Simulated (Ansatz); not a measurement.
# One shape, several levels: doublet CH4F2OSi+

We compute a comparison of 6 runs (UHF/STO-3G, U-revPBE/cc-pVDZ, UB2PLYP/cc-pVDZ, UCAM-B3LYP/cc-pVDZ, UPBE/cc-pVDZ, UMP2/cc-pVDZ) of doublet CH4F2OSi+. 

The results are computed with Ansatz 0.2.0.

99 further runs of the same task are left out: 2 that didn't finish, 97 set aside as unsound or not needed. Runs told in other sessions of the task aren't counted.

### Step 1. Starting point

CH4F2OSi+ has 9 atoms, charge +1, and is taken as a doublet. SMILES of the parent species: `C[Si](O)(F)F`. Geometry: relaxed at PBE0-D4/def2-TZVP. This is one conformer, not always the lowest. That shape belongs to the parent species and isn't relaxed for this state.

Bond lengths: C1–Si2 1.831 Å, Si2–O3 1.621 Å, Si2–F4 1.590 Å, Si2–F5 1.590 Å, C1–H6 1.092 Å, C1–H7 1.092 Å, C1–H8 1.092 Å, O3–H9 0.958 Å. Some angles: C1–Si2–O3 109.9°, C1–Si2–F4 111.2°, C1–Si2–F5 111.2°, O3–Si2–F4 110.0°, O3–Si2–F5 110.0°, F4–Si2–F5 104.6°, Si2–C1–H6 110.5°, Si2–C1–H7 110.5°, Si2–C1–H8 110.6°, Si2–O3–H9 119.7°.

### Step 2. The energy at UHF/STO-3G (run 1)

The input, molecule.yaml:

```yaml
crystal:
  periodic: [false, false, false]
  atoms:
    - {symbol: C, position_ang: [-1.189400, 0.338900, -0.162200]}
    - {symbol: Si, position_ang: [0.580100, -0.130700, -0.192500]}
    - {symbol: O, position_ang: [1.083400, -0.479900, 1.308000]}
    - {symbol: F, position_ang: [0.827400, -1.374000, -1.151900]}
    - {symbol: F, position_ang: [1.471900, 1.032700, -0.807900]}
    - {symbol: H, position_ang: [-1.795500, -0.480100, 0.229600]}
    - {symbol: H, position_ang: [-1.342100, 1.213300, 0.473300]}
    - {symbol: H, position_ang: [-1.540100, 0.577500, -1.168100]}
    - {symbol: H, position_ang: [1.992700, -0.743900, 1.454700]}
basis:
  gaussian:
    orbitals: STO-3G
total_charge: 1
magnetization:
  spin_polarized: true
  initial_magnetization: 1
hamiltonian:
  xc: hf
accuracy: high
output: {orbitals: {seedname: orbitals}}
```

The run is started by

```
$ ansatz run molecule.yaml --threads 1 --pin off --max-ram 3480MiB --events-out events.jsonl --progress --plain --runs-dir runs
```

Output:

```text
Warning: RAYON_NUM_THREADS=1 ignored (pool sized by the plan → 1); use --threads N
Functional definition: HF
  name "HF"
  exchange = exact_x
  correlation = 0
714 factors; integrals over basis functions are off by at most 1.2e-8 eV
mean field evaluation 1: about -16184.2175 eV, gradient 2.6e1 eV
mean field evaluation 2: about -16184.3091 eV, gradient 2.7e1 eV
mean field evaluation 4: about -16190.2461 eV, gradient 2.1e0 eV
mean field evaluation 8: about -16190.4879 eV, gradient 4.7e-1 eV
mean field evaluation 16: about -16190.5274 eV, gradient 4.4e-2 eV
mean field evaluation 32: about -16191.2810 eV, gradient 2.5e-1 eV
mean field evaluation 64: about -16190.9492 eV, gradient 1.0e0 eV
mean field evaluation 96: about -16192.4842 eV, gradient 2.8e-1 eV
mean field evaluation 128: about -16190.2844 eV, gradient 2.7e0 eV
mean field evaluation 160: about -16192.2896 eV, gradient 6.6e-1 eV
mean field evaluation 192: about -16190.2067 eV, gradient 1.4e0 eV
mean field evaluation 224: about -16190.5234 eV, gradient 1.3e-5 eV
mean field -16192.48201948 eV, -595.0627385572 hartree, gradient 1.4e-8 eV, S^2 0.755446; 5 other end points of the search recorded, 0 dependent functions left out
reference -16192.48201948 eV, -595.0627385572 hartree; 25, 24 occupied and 8, 9 virtual orbitals, 714 factors
Total energy: -16192.48201948 eV, -595.0627385572 hartree
```

Run time: 2.2 s. Hardware: 1 thread of Arm Neoverse V2, shared host; peak memory 0.1 GiB.

### Step 3. A single-point energy at U-revPBE/cc-pVDZ (run 2)

The input, input.yaml:

```yaml
crystal:
  periodic: [false, false, false]
  atoms:
    - {symbol: C, position_ang: [-1.189400, 0.338900, -0.162200]}
    - {symbol: Si, position_ang: [0.580100, -0.130700, -0.192500]}
    - {symbol: O, position_ang: [1.083400, -0.479900, 1.308000]}
    - {symbol: F, position_ang: [0.827400, -1.374000, -1.151900]}
    - {symbol: F, position_ang: [1.471900, 1.032700, -0.807900]}
    - {symbol: H, position_ang: [-1.795500, -0.480100, 0.229600]}
    - {symbol: H, position_ang: [-1.342100, 1.213300, 0.473300]}
    - {symbol: H, position_ang: [-1.540100, 0.577500, -1.168100]}
    - {symbol: H, position_ang: [1.992700, -0.743900, 1.454700]}
basis:
  gaussian: {orbitals: cc-pVDZ}
hamiltonian: {xc: {name: revPBE}}
magnetization: {spin_polarized: true, initial_magnetization: 1}
output: {orbitals: {seedname: orbitals}}
accuracy: high
total_charge: 1
```

The run is started by

```
$ ansatz run input.yaml --threads 1 --pin off --max-ram 3480MiB --events-out events.jsonl --progress --plain --runs-dir runs
```

Output:

```text
Warning: RAYON_NUM_THREADS=1 ignored (pool sized by the plan → 1); use --threads N
Functional definition: revPBE
  name "revPBE"
  parameter kappa = 1.245
  parameter beta = 0.06672455060314922
  exchange = pbe_x(kappa = kappa, mu = beta*pi^2/3)
  correlation = pbe_c(beta = beta)
2127 factors; integrals over basis functions are off by at most 3.5e-9 eV
mean field evaluation 1: about -16432.3121 eV, gradient 7.0e1 eV
mean field evaluation 2: about -16386.9343 eV, gradient 1.3e2 eV
mean field evaluation 4: about -16444.4843 eV, gradient 3.0e1 eV
mean field evaluation 8: about -16447.8880 eV, gradient 1.3e1 eV
mean field evaluation 16: about -16448.9548 eV, gradient 5.1e0 eV
mean field evaluation 32: about -16446.3884 eV, gradient 1.2e1 eV
mean field evaluation 64: about -16446.7328 eV, gradient 1.4e1 eV
mean field -16449.23190163 eV, -604.4981226950 hartree, gradient 5.1e-8 eV, S^2 0.751973; 12 other end points of the search recorded, 0 dependent functions left out
reference -16449.23190587 eV, -604.4981228509 hartree; 25, 24 occupied and 69, 70 virtual orbitals, 2127 factors
Total energy: -16449.23190587 eV, -604.4981228509 hartree
```

It took 36 s on 1 thread of Arm Neoverse V2, shared host; peak memory 0.34 GiB.

Runs 3 to 5 aren't shown in full; the table further down has their settings and results.

### Step 4. The energy at UMP2/cc-pVDZ (run 6)

Edit input.yaml of step 3 so:

```diff
@@ -14,6 +14,5 @@
   gaussian: {orbitals: cc-pVDZ}
-hamiltonian: {xc: {name: revPBE}}
+total_charge: 1
 magnetization: {spin_polarized: true, initial_magnetization: 1}
-output: {orbitals: {seedname: orbitals}}
+correlation: {method: mp2, frozen_orbitals: {C: 1, F: 1, H: 0, O: 1, Si: 5}}
 accuracy: high
-total_charge: 1
```

The run is started by

```
$ ansatz run input.yaml --threads 1 --pin off --max-ram 3480MiB --events-out events.jsonl --progress --plain --runs-dir runs
```

Output (excerpt; [...] marks lines left out):

```text
Warning: RAYON_NUM_THREADS=1 ignored (pool sized by the plan → 1); use --threads N
[... 2 set-up lines as earlier in the session ...]
[...]
2127 factors; integrals over basis functions are off by at most 3.5e-9 eV
[...]
mean field -16398.71883392 eV, -602.6418016959 hartree, gradient 1.9e-8 eV, S^2 0.755577; 9 other end points of the search recorded, 0 dependent functions left out
9 core orbitals not correlated: weight in the atoms' cores, before any rotation towards them, 1.000 or more for the frozen orbitals, at most 0.000 for the correlated occupied ones
reference -16398.71883392 eV, -602.6418016959 hartree; 16, 15 occupied and 69, 70 virtual orbitals, 2127 factors
second order -20.37676721 eV of doubles, -0.00000000 eV of singles
Total energy: -16419.09560113 eV, -603.3906340788 hartree
```

Run time: 15 s. Hardware: 1 thread of Arm Neoverse V2, shared host; peak memory 0.46 GiB.

### Step 5. The series

| run | level | frozen core orbitals | energy (Eh) | HOMO energy (eV) | LUMO energy (eV) | ⟨S²⟩ | wall time |
| --- | --- | --- | --- | --- | --- | --- | --- |
| 1 | UHF/STO-3G | – | -595.062739 | -16.62 | -4.91 | 0.755 | 2.2 s |
| 2 | U-revPBE/cc-pVDZ | – | -604.498123 | -14.94 | -14.91 | 0.752 | 36 s |
| 3 | UB2PLYP/cc-pVDZ | 9 | -604.256180 | -16.99 | -13.36 | 0.755 | 79 s |
| 4 | UCAM-B3LYP/cc-pVDZ | – | -604.555064 | -17.42 | -13.63 | 0.757 | 52 s |
| 5 | UPBE/cc-pVDZ | – | -604.192373 | -14.99 | -14.97 | 0.752 | 39 s |
| 6 | UMP2/cc-pVDZ | 9 | -603.390634 | – | – | 0.756 | 15 s |

### Step 6. Summary of results

```
                                          quantity          value
                               run 6: total energy  -603.39063 Eh
run 6: correlation energy (9 core orbitals frozen)     -748.8 mEh
          run 6: ⟨S²⟩ of the reference determinant          0.756
```

**Reading.** Totals of different functionals can't be ranked against each other. In run 1 the basis is minimal, so the values are rough. All runs together took 3.7 min, the longest 79 s.
